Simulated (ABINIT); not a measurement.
The system is AlSn.

```
CELL_PARAMETERS angstrom
4.19811 0.00000 0.00000
-2.09905 3.63567 0.00000
0.00000 0.00000 3.30685
ATOMIC_POSITIONS crystal
Sn 0.33333 0.66667 0.50000
Al 0.00000 0.00000 0.00000
```

The cell comes from a database or a generator and needn't be the stable form of this composition.

- Program: ABINIT 10.8.3 (patched build)
- Task: single point
- Functional: PBE
- Potentials or basis: JTH PAW PBE v2.0
- Cutoff: 599 eV
- k mesh: 7 × 7 × 8
- Occupations: fermi-dirac, width 0.05 eV
- Spin: no spin polarisation

On this cell: pressure 0.2 GPa; largest force under 0.003 eV/Å; band gap on the k mesh none (metal or under the smearing width).

The same run follows on a disturbed copy (atoms moved at random, drawn with an rms of 0.05 Å):

```xyz
2
Lattice="4.1981 0.0000 0.0000 -2.0991 3.6357 0.0000 0.0000 0.0000 3.3068" Properties=species:S:1:pos:R:3 pbc="T T T"
Sn    0.0049    2.4017    1.6397
Al    0.0147    0.0155   -0.0180
```

What does the disturbed cell give?

The energy (extrapolated to zero smearing) moves by +1.3 meV/atom; pressure 0.3 GPa; largest force 0.140 eV/Å; band gap on the k mesh none (metal or under the smearing width).

Forces on the atoms (eV/Å):
```
Sn   0.035  0.136 -0.006
Al  -0.035 -0.136  0.006
```

Stress tensor (GPa, compression positive):
```
-0.29 -0.11  0.00
-0.11  0.58 -0.01
 0.00 -0.01  0.47
```
